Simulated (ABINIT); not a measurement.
# BiTe (Fm-3m) in ABINIT: single point with PBE

Aim: the single point of BiTe with PBE.

Program: ABINIT 10.8.3 (patched build). These are calculated values, not measurements. Logs are shortened: lines on timing, memory, paths and dates and some standing lists are left out, and cuts for length are marked. The log counts tension as positive stress, the text compression.

## Step 1: The crystal as given

It takes space group Fm-3m (No. 225, cubic). Conventional cell: a = 6.470 Å, b = 6.470 Å, c = 6.470 Å, α = 90.00°, β = 90.00°, γ = 90.00°. Bi (site symmetry m-3m) has 6 Te at 3.23 Å as nearest neighbours. Around Te (site symmetry m-3m) lie 6 Bi at 3.23 Å.

## Step 2: Single point, PBE

Contents of run.abi:

```
# Pseudopotentials
pp_dirpath "./"
pseudos "Bi.upf, Te.upf"

# Structure
acell 3*1.0
rprim
     0.0000000000     6.1132640132     6.1132640132
     6.1132640132     0.0000000000     6.1132640132
     6.1132640132     6.1132640132     0.0000000000
ntypat 2
znucl 83 52
natom 2
typat 1 2
xred
     0.0000000000     0.0000000000     0.0000000000
     0.5000000000     0.5000000000     0.5000000000

# Plane-wave basis
ecut 952.398519 eV

# k points
kptopt 1
ngkpt 5 5 5
nshiftk 1
shiftk 0.0 0.0 0.0

# Exchange and correlation
ixc 11

# Bands and occupations
nband 20
occopt 3
tsmear 0.00183747

# SCF cycle
nstep 100
tolvrs 1.0e-10

# Output
iomode 3
prtwf 0
prtden 0
prteig 0
prtebands 0
enunit 2
```

Potentials or basis: PseudoDojo NC SR PBE v0.4.1 standard.

The run is started by

```bash
abinit run.abi > log 2>&1
```

run.abo:

```text
.Version 10.8.3 of ABINIT
 Symmetries : space group Fm -3 m (#225); Bravais cF (face-center cubic)
================================================================================
 Values of the parameters that define the memory need of the present run
     intxc =       0    ionmov =       0      iscf =       7    lmnmax =       6
     lnmax =       6     mgfft =      48  mpssoang =       3    mqgrid =    3001
     natom =       2  nloc_mem =       1    nspden =       1   nspinor =       1
    nsppol =       1      nsym =      48    n1xccc =    2501    ntypat =       2
    occopt =       3   xclevel =       2
       mpw =        4552          nfft =      110592          nkpt =          10
================================================================================
================================================================================

--------------------------------------------------------------------------------
------------- Echo of variables that govern the present computation ------------
--------------------------------------------------------------------------------
 -outvars: echo values of preprocessed input variables --------
            acell      1.0000000000E+00  1.0000000000E+00  1.0000000000E+00 Bohr
              amu      2.08980370E+02  1.27600000E+02
             ecut      3.50000000E+01 Hartree
           enunit           2
              ixc          11
         kptrlatt        5    0    0      0    5    0      0    0    5
          kptrlen      4.32273044E+01
            natom           2
            nband          20
            ngfft          48      48      48
             nkpt          10
            nstep         100
             nsym          48
           ntypat           2
           occopt           3
           prtden           0
        prtebands           0
           prteig           0
            prtwf           0
            rprim      0.0000000000E+00  6.1132640132E+00  6.1132640132E+00
                       6.1132640132E+00  0.0000000000E+00  6.1132640132E+00
                       6.1132640132E+00  6.1132640132E+00  0.0000000000E+00
          spgroup         225
           tolvrs      1.00000000E-10
           tsmear      1.83747000E-03 Hartree
            typat      1  2
           xangst      0.0000000000E+00  0.0000000000E+00  0.0000000000E+00
                       3.2349999978E+00  3.2349999978E+00  3.2349999978E+00
            xcart      0.0000000000E+00  0.0000000000E+00  0.0000000000E+00
                       6.1132640132E+00  6.1132640132E+00  6.1132640132E+00
             xred      0.0000000000E+00  0.0000000000E+00  0.0000000000E+00
                       5.0000000000E-01  5.0000000000E-01  5.0000000000E-01
            znucl       83.00000   52.00000

================================================================================
[... 105 lines left out ...]
 reduced coordinates (array xred) for    2 atoms
       0.000000000000      0.000000000000      0.000000000000
       0.500000000000      0.500000000000      0.500000000000
 rms dE/dt=  0.0000E+00; max dE/dt=  0.0000E+00; dE/dt below (all hartree)
    1       0.000000000000      0.000000000000      0.000000000000
    2       0.000000000000      0.000000000000      0.000000000000

 cartesian coordinates (angstrom) at end:
    1      0.00000000000000     0.00000000000000     0.00000000000000
    2      3.23499999782420     3.23499999782420     3.23499999782420

 cartesian forces (hartree/bohr) at end:
    1     -0.00000000000000    -0.00000000000000    -0.00000000000000
    2     -0.00000000000000    -0.00000000000000    -0.00000000000000
 frms,max,avg= 0.0000000E+00 0.0000000E+00   0.000E+00  0.000E+00  0.000E+00 h/b

 cartesian forces (eV/Angstrom) at end:
    1     -0.00000000000000    -0.00000000000000    -0.00000000000000
    2     -0.00000000000000    -0.00000000000000    -0.00000000000000
 frms,max,avg= 0.0000000E+00 0.0000000E+00   0.000E+00  0.000E+00  0.000E+00 e/A
 length scales=  1.000000000000  1.000000000000  1.000000000000 bohr
              =  0.529177210544  0.529177210544  0.529177210544 angstroms
 Fermi (or HOMO) energy (hartree) =   0.19783   Average Vxc (hartree)=  -0.36278
 Eigenvalues (hartree) for nkpt=  10  k points:
 kpt#   1, nband= 20, wtk=  0.00800, kpt=  0.0000  0.0000  0.0000 (reduced coord)
  -1.17702   -1.17702   -1.17702   -1.17700   -1.17700   -0.65573   -0.65573   -0.65567
  -0.65567   -0.65567   -0.30286   -0.10486    0.10083    0.10083    0.10083    0.27421
   0.27421    0.27421    0.36685    0.36685
      occupation numbers for kpt#   1
   2.00000    2.00000    2.00000    2.00000    2.00000    2.00000    2.00000    2.00000
   2.00000    2.00000    2.00000    2.00000    2.00000    2.00000    2.00000    0.00000
   0.00000    0.00000    0.00000    0.00000
 prteigrs : prtvol=0 or 1, do not print more k-points.

 Fermi (or HOMO) energy (eV) =   5.38318   Average Vxc (eV)=  -9.87177
 Eigenvalues (   eV  ) for nkpt=  10  k points:
 kpt#   1, nband= 20, wtk=  0.00800, kpt=  0.0000  0.0000  0.0000 (reduced coord)
 -32.02824  -32.02824  -32.02824  -32.02777  -32.02777  -17.84335  -17.84335  -17.84176
 -17.84176  -17.84176   -8.24135   -2.85334    2.74359    2.74359    2.74359    7.46165
   7.46165    7.46165    9.98242    9.98242
 prteigrs : prtvol=0 or 1, do not print more k-points.

--- !EnergyTerms
iteration_state     : {dtset: 1, }
comment             : Components of total free energy in Hartree
kinetic             :  9.61098017711986E+01
hartree             :  4.34767288405401E+01
xc                  : -4.62784539787764E+01
Ewald energy        : -1.11576664956898E+02
psp_core            :  5.41234305972222E+00
local_psp           : -1.29259006754321E+02
non_local_psp       : -4.47994469102639E+01
internal            : -1.86914698928798E+02
'-kT*entropy'       : -5.54047988695669E-04
total_energy        : -1.86915252976787E+02
total_energy_eV     : -5.08622314401660E+03
band_energy         : -1.85509059913595E+01
...

 Cartesian components of stress tensor (hartree/bohr^3)
  sigma(1 1)= -2.08211547E-05  sigma(3 2)=  0.00000000E+00
  sigma(2 2)= -2.08211547E-05  sigma(3 1)=  0.00000000E+00
  sigma(3 3)= -2.08211547E-05  sigma(2 1)=  0.00000000E+00

-Cartesian components of stress tensor (GPa)         [Pressure=  6.1258E-01 GPa]
- sigma(1 1)= -6.12579521E-01  sigma(3 2)=  0.00000000E+00
- sigma(2 2)= -6.12579521E-01  sigma(3 1)=  0.00000000E+00
- sigma(3 3)= -6.12579521E-01  sigma(2 1)=  0.00000000E+00

== END DATASET(S) ==============================================================
================================================================================

 -outvars: echo values of variables after computation  --------
            acell      1.0000000000E+00  1.0000000000E+00  1.0000000000E+00 Bohr
           etotal     -1.8691525298E+02
            fcart     -0.0000000000E+00 -0.0000000000E+00 -0.0000000000E+00
                      -0.0000000000E+00 -0.0000000000E+00 -0.0000000000E+00
            rprim      0.0000000000E+00  6.1132640132E+00  6.1132640132E+00
                       6.1132640132E+00  0.0000000000E+00  6.1132640132E+00
                       6.1132640132E+00  6.1132640132E+00  0.0000000000E+00
           strten     -2.0821154707E-05 -2.0821154707E-05 -2.0821154707E-05
                       0.0000000000E+00  0.0000000000E+00  0.0000000000E+00
           xangst      0.0000000000E+00  0.0000000000E+00  0.0000000000E+00
                       3.2349999978E+00  3.2349999978E+00  3.2349999978E+00
             xred      0.0000000000E+00  0.0000000000E+00  0.0000000000E+00
                       5.0000000000E-01  5.0000000000E-01  5.0000000000E-01
 Calculation completed.
```

It took 30 s on 1 thread of Arm Neoverse V2, shared host; peak memory 0.1 GiB.

Results:

* Free energy: -5086.2231 eV
* Pressure: 0.6 GPa
* Band gap on the k mesh: none (metal or under the smearing width)
* Valence electrons inside the program's atomic spheres: Bi 10.72; Te 11.93

Caveat: spin-orbit coupling is left out, which moves the levels of the heavy elements.
